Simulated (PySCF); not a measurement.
Molecule: ClCu, in a box.

```
CELL_PARAMETERS angstrom
11.00000 0.00000 0.00000
0.00000 10.00000 0.00000
0.00000 0.00000 10.00000
ATOMIC_POSITIONS crystal
Cl 0.57996 0.47442 0.54780
Cu 0.42798 0.53604 0.45880
```

The cell isn't the ideal one: atoms moved at random, drawn with an rms of 0.05 Å.

Base run:

| Item | Value |
| --- | --- |
| Program | PySCF 2.14.0 |
| Functional | TASK |
| Potentials or basis | pob-tzvp-rev2 (all-electron) |
| k mesh | 1 × 1 × 1 |
| Occupations | fixed |
| Spin | no spin polarisation |

Its results: gap between the frontier levels 4.51 eV.

After a change of settings the same cell gave: gap between the frontier levels 2.67 eV. Which change was it?
A. functional from TASK to HCTH407; dispersion from none to D3
B. functional from TASK to revPBE
C. functional from TASK to r2SCAN; dispersion from none to D3(BJ)

B.

TASK gives the wider gap, since meta-GGAs in the generalised Kohn-Sham scheme recover part of the derivative discontinuity.

Caveats: this is a molecule in a periodic box at the Γ point, so its band gap is the HOMO-LUMO gap; the basis of atomic orbitals isn't converged, which shifts pressures, moduli and gaps; this basis is made for solids and lacks diffuse functions, so gaps of a molecule come out too wide by an eV or more.

Runs at the PBE level aren't shown here.
